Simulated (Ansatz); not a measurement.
# F2GeH2OS: the cost of one run

Computed with Ansatz 0.2.0, Gaussian basis. Level: the settings change from run to run.

## (1) The molecule

The geometry comes from an earlier relaxation with PBE0-D4 in a triple-zeta def2 set; it is a stationary point, not always the lowest conformer.

SMILES `[OH][Ge]([F])([F])[SH]`, 7 atoms, charge 0, spin multiplicity 1.

Atoms are counted from 1 here; the program's logs count them from 0.

Bond lengths: O1–Ge2 1.744 Å, O1–H6 0.962 Å, Ge2–F3 1.716 Å, Ge2–F4 1.722 Å, Ge2–S5 2.169 Å, S5–H7 1.345 Å. Angles: Ge2–O1–H6 112.5°, O1–Ge2–F3 111.7°, O1–Ge2–F4 106.9°, O1–Ge2–S5 111.6°, F3–Ge2–F4 103.4°, F3–Ge2–S5 108.3°, F4–Ge2–S5 114.6°, Ge2–S5–H7 91.2°.

## (2) B3LYP/ANO-RCC-VTZP

Set apart from the defaults: unrestricted orbitals, D3(BJ) dispersion.

in.yaml

```yaml
crystal:
  periodic: [false, false, false]
  atoms:
    - {symbol: O, position_ang: [-1.010993, 0.283114, 1.015171]}
    - {symbol: Ge, position_ang: [0.280760, -0.342690, 0.023889]}
    - {symbol: F, position_ang: [1.451703, -1.176796, 0.960066]}
    - {symbol: F, position_ang: [-0.397496, -1.580940, -0.961146]}
    - {symbol: S, position_ang: [1.283327, 1.238107, -1.072395]}
    - {symbol: H, position_ang: [-1.668844, -0.386255, 1.228010]}
    - {symbol: H, position_ang: [0.122743, 1.897459, -1.239295]}
basis:
  gaussian: {orbitals: ANO-RCC-VTZP}
magnetization: {spin_polarized: true, initial_magnetization: 0}
hamiltonian: {xc: {name: B3LYP}, dispersion: d3bj}
```

Launch:

```bash
ansatz run in.yaml --threads 4 --pin off --events-out ev --progress --plain --max-ram 10444MiB
```

What time and memory should one allow on 4 threads of Arm Neoverse V2, shared host?

About 8 s, with a peak of 0.96 GiB.
